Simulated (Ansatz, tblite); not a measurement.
# The cluster Pb₃Se₃: one state, many levels

One table from this session's results is given with a row withheld; the runs are named, their logs left out.

The runs use Ansatz 0.2.0, Gaussian basis; as each input shows.

The runs, in order: GFN1-xTB, GFN2-xTB, PBE-D4/def2-TZVP, r2SCAN-D4/def2-TZVP, LC-ωPBE/def2-TZVP, ωB97M-V/def2-TZVP, PBE-D4/def2-SVP, PBE0-D4/def2-SVP, MP2/def2-TZVP, RPA/def2-TZVP.

4 further runs of the same task are left out: 2 that didn't finish, 2 set aside as unsound or not needed. Runs told in other sessions of the task aren't counted.

### The relaxed structure

The geometry is that of the singlet, from an earlier relaxation (r2SCAN-D4/def2-SVP). At that level it is the lowest of the isomers that a small search found.

6 atoms, charge 0, spin multiplicity 1.

Bond lengths: Pb1–Se4 2.697 Å, Pb1–Se5 2.960 Å, Pb1–Se6 2.959 Å, Pb2–Se4 2.697 Å, Pb2–Se5 2.960 Å, Pb2–Se6 2.959 Å, Pb3–Se5 2.700 Å, Pb3–Se6 2.701 Å. Angles: Se4–Pb1–Se5 92.5°, Se4–Pb1–Se6 92.5°, Se5–Pb1–Se6 78.9°, Se4–Pb2–Se5 92.5°, Se4–Pb2–Se6 92.5°, Se5–Pb2–Se6 78.9°, Se5–Pb3–Se6 88.3°, Pb1–Se4–Pb2 77.9°, Pb1–Se5–Pb2 69.9°, Pb1–Se5–Pb3 85.9°, Pb2–Se5–Pb3 85.9°, Pb1–Se6–Pb2 69.9°, Pb1–Se6–Pb3 85.9°, Pb2–Se6–Pb3 85.9°.

Pb takes a core potential in the def2 sets. No spin-orbit coupling is included.

PBE0-D4/def2-TZVP was run before; its log isn't repeated, and its numbers join the tables.

The first run:

Tight binding, by tblite at 300 K electronic temperature and without a spin-polarisation term:

```python
tblite.interface.Calculator('GFN1-xTB', numbers, positions, charge=0, uhf=0).singlepoint()
```

Tight binding, by tblite at 300 K electronic temperature and without a spin-polarisation term:

```python
tblite.interface.Calculator('GFN2-xTB', numbers, positions, charge=0, uhf=0).singlepoint()
```

start.molden holds the orbitals of an earlier run on this state, given as this run's starting guess.

in.yaml reads:

```yaml
crystal:
  periodic: [false, false, false]
  atoms:
    - {symbol: Pb, position_ang: [0.572198, 1.662277, -0.572263]}
    - {symbol: Pb, position_ang: [-0.772075, -1.433722, -0.875273]}
    - {symbol: Pb, position_ang: [0.368707, -0.421881, 2.672375]}
    - {symbol: Se, position_ang: [-0.382866, 0.438091, -2.777050]}
    - {symbol: Se, position_ang: [-1.601000, 0.585291, 1.123650]}
    - {symbol: Se, position_ang: [1.815037, -0.830046, 0.428562]}
basis:
  gaussian: {orbitals: def2-TZVP, initial_orbitals: start.molden}
hamiltonian: {xc: pbe, dispersion: d4}
scf: {omitted_lower_state_checks: [starts]}
output: {orbitals: {seedname: orbitals}}
```

The run is started by

```sh
ansatz run in.yaml --threads 4 --pin off --events-out ev --progress --plain --max-ram 6963MiB
```

Steps of the session up to this table: PBE-D4/def2-TZVP; r2SCAN-D4/def2-TZVP; LC-ωPBE/def2-TZVP; ωB97M-V/def2-TZVP; PBE-D4/def2-SVP; PBE0-D4/def2-SVP; MP2/def2-TZVP; RPA/def2-TZVP.

One of the session's tables, all rows but one given; the rest of the session is left out.

It belongs to the step «Binding energy». 

| level | binding an atom (eV) |
| --- | --- |
| HF/def2-TZVP | 1.460 |
| PBE-D4/def2-SVP | 3.035 |
| PBE-D4/def2-TZVP | 3.052 |
| r2SCAN-D4/def2-TZVP | 2.895 |
| PBE0-D4/def2-SVP | 2.850 |
| PBE0-D4/def2-TZVP | ? |
| LC-ωPBE/def2-TZVP | 2.541 |
| ωB97M-V/def2-TZVP | 2.723 |
| RPA/def2-TZVP | 2.504 |
| MP2/def2-TZVP | 2.916 |

Q: Estimate the row for PBE0-D4/def2-TZVP from the others.

As computed: binding an atom (eV): 2.883. In the column «binding an atom (eV)» it lies between PBE0-D4/def2-SVP (2.850) and r2SCAN-D4/def2-TZVP (2.895).

Limits of these values: Free atoms were run apart at each level; binding is atoms less cluster, divided by the number of atoms, without zero-point or spin-orbit terms.
